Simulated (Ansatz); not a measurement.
# C2H6CuN: one species, many methods

An exercise on one series of results from a longer session: the logs are not shown, and one member is left open.

Program: Ansatz 0.2.0, Gaussian basis. Level of theory: functionals in def2-TZVPP, the program's frozen cores in correlated methods. These are calculated values, not measurements.

Plan: LDA (SPW92), PBE-D4, revPBE-D4, BLYP-D4, r2SCAN-D4, B97M-V, PBE0-D4, B3LYP-D4, r2SCANh-D4, r2SCAN0-D4, HSE06-D4, BHLYP-D4, CAM-B3LYP-D4, LC-ωPBE, ωB97X-V, ωB97M-V, B2PLYP, PBE-QIDH; CCSD(T)/def2-SVP; CCSD(T)/def2-TZVPP; MP2/def2-QZVPP; extrapolation to the limit; RPA on PBE.

## Structure used throughout

An earlier PBE0-D4 in a triple-zeta def2 set relaxation fixed the geometry.

SMILES `C[N](C)[Cu]`, 10 atoms, charge 0, spin multiplicity 1.

Atoms are counted from 1 here; the program's logs count them from 0.

Bond lengths: C1–N2 1.441 Å, C1–H5 1.093 Å, C1–H6 1.105 Å, C1–H7 1.104 Å, N2–C3 1.441 Å, N2–Cu4 1.838 Å, C3–H8 1.093 Å, C3–H9 1.105 Å, C3–H10 1.104 Å. Angles: N2–C1–H5 111.1°, N2–C1–H6 114.8°, N2–C1–H7 109.3°, H5–C1–H6 107.9°, H5–C1–H7 107.3°, H6–C1–H7 106.2°, C1–N2–C3 110.4°, C1–N2–Cu4 116.0°, C3–N2–Cu4 116.0°, N2–C3–H8 111.1°, N2–C3–H9 114.8°, N2–C3–H10 109.3°, H8–C3–H9 107.9°, H8–C3–H10 107.3°, H9–C3–H10 106.2°.

The first run:

The input, in.yaml:

```yaml
crystal:
  periodic: [false, false, false]
  atoms:
    - {symbol: C, position_ang: [-0.202962, 1.019330, -0.586969]}
    - {symbol: N, position_ang: [-0.357381, -0.400304, -0.391549]}
    - {symbol: C, position_ang: [0.575026, -0.876560, 0.599001]}
    - {symbol: Cu, position_ang: [-2.084209, -1.008787, -0.231486]}
    - {symbol: H, position_ang: [-0.888398, 1.386814, -1.354669]}
    - {symbol: H, position_ang: [-0.351421, 1.630651, 0.321185]}
    - {symbol: H, position_ang: [0.822682, 1.229500, -0.936137]}
    - {symbol: H, position_ang: [0.483652, -1.956773, 0.736917]}
    - {symbol: H, position_ang: [0.481377, -0.398779, 1.590692]}
    - {symbol: H, position_ang: [1.604730, -0.676293, 0.256014]}
basis:
  gaussian: {orbitals: def2-TZVPP}
hamiltonian: {xc: lda}
output: {orbitals: {seedname: orbitals}}
```

Steps of the session up to this table: LDA; PBE-D4 (GGA); revPBE-D4 (GGA); BLYP-D4 (GGA); r2SCAN-D4 (meta-GGA); B97M-V (meta-GGA); PBE0-D4 (hybrid); B3LYP-D4 (hybrid); r2SCANh-D4 (hybrid); r2SCAN0-D4 (hybrid); HSE06-D4 (hybrid); BHLYP-D4 (hybrid); CAM-B3LYP-D4 (range-separated); LC-ωPBE-D4 (range-separated; the results give it without D4); ωB97X-V (range-separated); ωB97M-V (range-separated); B2PLYP (double hybrid); PBE-QIDH (double hybrid).

One of the session's tables, all rows but one given; the rest of the session is left out.

It belongs to the step «Orbital energies across the functionals». 

| functional | HOMO (eV) | LUMO (eV) | gap (eV) |
| --- | --- | --- | --- |
| LDA (SPW92) | -4.31 | -3.29 | 1.02 |
| PBE-D4 | -4.15 | -3.08 | 1.06 |
| revPBE-D4 | -4.07 | -2.98 | 1.09 |
| BLYP-D4 | -4.11 | -3.09 | 1.02 |
| r2SCAN-D4 | -4.25 | -2.87 | 1.37 |
| B97M-V | -4.39 | -3.12 | 1.27 |
| PBE0-D4 | -5.09 | -2.20 | 2.90 |
| B3LYP-D4 | -5.02 | -2.55 | 2.48 |
| r2SCANh-D4 | -4.62 | -2.53 | 2.09 |
| r2SCAN0-D4 | -5.18 | -2.05 | 3.13 |
| HSE06-D4 | -4.70 | -2.56 | 2.14 |
| BHLYP-D4 | -6.06 | -1.52 | 4.55 |
| CAM-B3LYP-D4 | ? | ? | ? |
| LC-ωPBE | -7.52 | -0.22 | 7.30 |
| ωB97X-V | -7.26 | -0.36 | 6.90 |
| ωB97M-V | -7.25 | -0.66 | 6.59 |

Q: Estimate the row for CAM-B3LYP-D4 from the others.

The run gave: HOMO (eV): -6.40; LUMO (eV): -1.42; gap (eV): 4.98. In the column «HOMO (eV)» it lies between ωB97M-V (-7.25) and BHLYP-D4 (-6.06).
